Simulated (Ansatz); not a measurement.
# Alloy of LiH and LiF (12 of 32 H sites exchanged), 64 atoms

Wanted: the relaxed alloy cell and its gap (PBEsol, HSE06 and r²SCAN).

Method: density functional theory in Ansatz 0.2.0, PAW datasets, plane waves.

## (1) The system as built

64 atoms (20 H, 12 F, 32 Li); a = 7.981 Å, b = 7.981 Å, c = 7.981 Å, α = 90.00°, β = 90.00°, γ = 90.00°. All atoms were shaken off their sites by about 0.02 Å along each axis.

The runs, in order: (2) PBEsol cell relaxation at the single k point (¼, ¼, ¼), on 7 threads of Arm Neoverse-V2; (3) HSE06 single point at the Γ point alone, on 7 threads of Arm Neoverse-V2; (4) r²SCAN single point at the Γ point alone, on 7 threads of Arm Neoverse-V2.

## (2) PBEsol relaxation of the cell and the positions

Contents of in.yaml:

```yaml
crystal:
  lattice:
    - [7.980932, 0.000000, 0.000000]
    - [0.000000, 7.980932, 0.000000]
    - [0.000000, 0.000000, 7.980932]
  atoms:
    - { symbol: H, position: [0.252382, 0.002746, 0.000494] }
    - { symbol: H, position: [0.248286, 0.996483, 0.500481] }
    - { symbol: H, position: [0.250849, 0.500381, 0.498704] }
    - { symbol: H, position: [0.748722, 0.997803, 0.001124] }
    - { symbol: H, position: [0.751058, 0.496630, 0.496960] }
    - { symbol: H, position: [0.995814, 0.249171, 0.998872] }
    - { symbol: H, position: [0.003943, 0.748589, 0.000460] }
    - { symbol: H, position: [0.000360, 0.750262, 0.501287] }
    - { symbol: H, position: [0.501854, 0.246676, 0.002313] }
    - { symbol: H, position: [0.001510, 0.996017, 0.252137] }
    - { symbol: H, position: [0.003689, 0.002293, 0.756525] }
    - { symbol: H, position: [0.995878, 0.503206, 0.251627] }
    - { symbol: H, position: [0.000698, 0.497889, 0.750073] }
    - { symbol: H, position: [0.498496, 0.500394, 0.252242] }
    - { symbol: H, position: [0.501072, 0.501995, 0.748858] }
    - { symbol: H, position: [0.253510, 0.245949, 0.747825] }
    - { symbol: H, position: [0.249519, 0.747052, 0.250026] }
    - { symbol: H, position: [0.251349, 0.747493, 0.750964] }
    - { symbol: H, position: [0.750743, 0.748691, 0.248411] }
    - { symbol: H, position: [0.752192, 0.748946, 0.750891] }
    - { symbol: F, position: [0.249380, 0.502476, 0.999168] }
    - { symbol: F, position: [0.748969, 0.998472, 0.501874] }
    - { symbol: F, position: [0.749214, 0.504458, 0.001696] }
    - { symbol: F, position: [0.997761, 0.248360, 0.500130] }
    - { symbol: F, position: [0.494373, 0.253739, 0.502783] }
    - { symbol: F, position: [0.505010, 0.753819, 0.996982] }
    - { symbol: F, position: [0.500066, 0.752114, 0.495419] }
    - { symbol: F, position: [0.501989, 0.002136, 0.250908] }
    - { symbol: F, position: [0.502208, 0.002656, 0.749478] }
    - { symbol: F, position: [0.248825, 0.248769, 0.256637] }
    - { symbol: F, position: [0.753632, 0.253783, 0.251908] }
    - { symbol: F, position: [0.756364, 0.251473, 0.747365] }
    - { symbol: Li, position: [0.001257, 0.998077, 0.004504] }
    - { symbol: Li, position: [0.002327, 0.002812, 0.501029] }
    - { symbol: Li, position: [0.002835, 0.500770, 0.000423] }
    - { symbol: Li, position: [0.999801, 0.503759, 0.502924] }
    - { symbol: Li, position: [0.496582, 0.001162, 0.001758] }
    - { symbol: Li, position: [0.500331, 0.999019, 0.502390] }
    - { symbol: Li, position: [0.501638, 0.495795, 0.995163] }
    - { symbol: Li, position: [0.500648, 0.499417, 0.497699] }
    - { symbol: Li, position: [0.251599, 0.249173, 0.997730] }
    - { symbol: Li, position: [0.244717, 0.249717, 0.500932] }
    - { symbol: Li, position: [0.249533, 0.748068, 0.999843] }
    - { symbol: Li, position: [0.249523, 0.750003, 0.497523] }
    - { symbol: Li, position: [0.748831, 0.247717, 0.002340] }
    - { symbol: Li, position: [0.751964, 0.250774, 0.502390] }
    - { symbol: Li, position: [0.748620, 0.749515, 0.002303] }
    - { symbol: Li, position: [0.747505, 0.755007, 0.503098] }
    - { symbol: Li, position: [0.246987, 0.000061, 0.245003] }
    - { symbol: Li, position: [0.246761, 0.999928, 0.746146] }
    - { symbol: Li, position: [0.247786, 0.501412, 0.250514] }
    - { symbol: Li, position: [0.256584, 0.500953, 0.751586] }
    - { symbol: Li, position: [0.750124, 0.999588, 0.247372] }
    - { symbol: Li, position: [0.746871, 0.000655, 0.747786] }
    - { symbol: Li, position: [0.754036, 0.500986, 0.251246] }
    - { symbol: Li, position: [0.748370, 0.499467, 0.748997] }
    - { symbol: Li, position: [0.999263, 0.255209, 0.249109] }
    - { symbol: Li, position: [0.001358, 0.247776, 0.746805] }
    - { symbol: Li, position: [0.997880, 0.752294, 0.249219] }
    - { symbol: Li, position: [0.999962, 0.749725, 0.751512] }
    - { symbol: Li, position: [0.496742, 0.250581, 0.250749] }
    - { symbol: Li, position: [0.501719, 0.252385, 0.748654] }
    - { symbol: Li, position: [0.497045, 0.753230, 0.246596] }
    - { symbol: Li, position: [0.499048, 0.750023, 0.753141] }
  symmetry: { detect: false }
kpoints:
  mp_grid: { grid: [1, 1, 1], shift: [0.25, 0.25, 0.25] }
hamiltonian:
  xc: pbesol
scf:
  occupations: { method: fermi_dirac, width: 0.01 }
relax:
  f_tol: 0.03
  max_steps: 80
  escape_saddle: false
  adjacent_minimum: "off"
  cell: { fix: [shape] }
output:
  forces: true
  eigenvalues: true
  populations: true
```

On the command line:

```sh
$ ansatz run in.yaml --threads 7 --pin off --max-ram 13300MiB --runs-dir r --events-out ev --progress --plain
```

The runs that follow: Single point with HSE06; Single point with r²SCAN.

Before running it: what results should come out? Wanted: for each run, top filled to lowest empty.

As calculated:

| level | time | k points | top filled to lowest empty (eV) |
| --- | --- | --- | --- |
| PBEsol, relaxation | 12 s (7 CPU threads) | (¼, ¼, ¼) | 5.01 |
| HSE06 | 35 s (7 CPU threads) | Γ | 5.76 |
| r²SCAN | 8.9 s (7 CPU threads) | Γ | 5.26 |

| quantity | value |
| --- | --- |
| relaxation | 4 recorded steps, 0.17 eV gained |
| largest shift | 0.07 Å (Li39) |
| relaxed cell | a = 8.006 Å, b = 8.006 Å, c = 8.006 Å, α = 90.00°, β = 90.00°, γ = 90.00° |
| mean bonds | F–Li 1.998, Li–Li 2.831 Å |

**Reading.** The relaxation lowers the energy by 0.17 eV; the largest shift is 0.07 Å (Li39), while the volume changes by +1.0 %. The mean lengths of the listed bonds run from F–Li 2.00 Å to Li–Li 2.83 Å. At the same k points, r²SCAN gives a spacing 0.51 eV smaller than the 5.76 eV of HSE06. The relaxation ran on other k points, so part of any difference from the later rows can come from the mesh. Exact exchange costs time: HSE06 ran about 4 times as long as r²SCAN on the same kind of device. With one k point the spacing samples only the states that fold onto it, so it can exceed the gap over the zone.
